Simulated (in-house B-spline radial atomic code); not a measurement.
# Hg³⁵⁺: ionisation energy by several methods

Aim: the ionisation energy of Hg³⁵⁺ by several methods, each as the difference of two self-consistent energies (Hg³⁵⁺ and the next ion, [Kr] 4d8).

Program: in-house B-spline radial atomic code version 1. Level of theory: scalar-relativistic (X2C), several functionals, spin-polarised; spherical all-electron atom at the radial basis limit. These are calculated values, not measurements, unless marked.

### Step 1. What is computed

| Quantity | Value |
| --- | --- |
| element | mercury (Z = 80) |
| charge | +35 |
| electrons | 45 |
| configuration | [Kr] 4d9 |
| nucleus | Fermi, rms radius 5.465 fm |

Outer shells as boxes (Hund's rule):

[Kr] 4d9
```
[Kr] core
4d [↑↓][↑↓][↑↓][↑↓][↑ ]
```

Where spins are not typed, each open shell is filled with up spins first.

### Step 2. PW91

Settings, as recorded:

```ini
Z = 80
electrons = 45.0
configuration = [Kr] 4d9
hamiltonian = x2c
method = pw91,pw91
spin_polarised = True
nucleus = fermi
rms_radius = 5.4648
mass_number = 202
atomic_mass = 201.970643604
speed_of_light = 137.035999084
```

### Step 3. AM05

Changes to the settings of step 2:

```diff
@@ -4,3 +4,3 @@
 hamiltonian = x2c
-method = pw91,pw91
+method = am05
 spin_polarised = True
```

Q: The tabulated ionisation energy is 1603 ± 5 eV (tabulated theoretical; NIST Atomic Spectra Database). What does each method give, and which comes nearest?

As calculated:

| method | rung | total energy (hartree) | ΔSCF (eV) | −ε highest (eV) | ΔSCF less tabulated (eV) |
| --- | --- | --- | --- | --- | --- |
| PW91 | GGA | -18951.8423 | 1616.37 | 1588.20 (4d down) | +13.37 |
| AM05 | GGA | -18938.8774 | 1615.94 | 1587.73 (4d down) | +12.94 |

Tables give 1603 ± 5 eV (tabulated theoretical; NIST Atomic Spectra Database) for the ionisation energy. AM05 misses by +12.94 eV, the least, and PW91 by +13.37 eV (0.83 %), the most. All methods miss on the same side by much the same amount, which points to something that they share. Relativistic terms that these runs lack can be as large as the gaps between close methods, so the nearest may be so by luck. Spin-orbit coupling is left out. Open shells are averaged (over orientations, and over spins where the run is restricted), while tables refer to the lowest levels.

Members of this set that are not shown: 5 used exact exchange with fractional occupations of an open shell, which is unsound here.
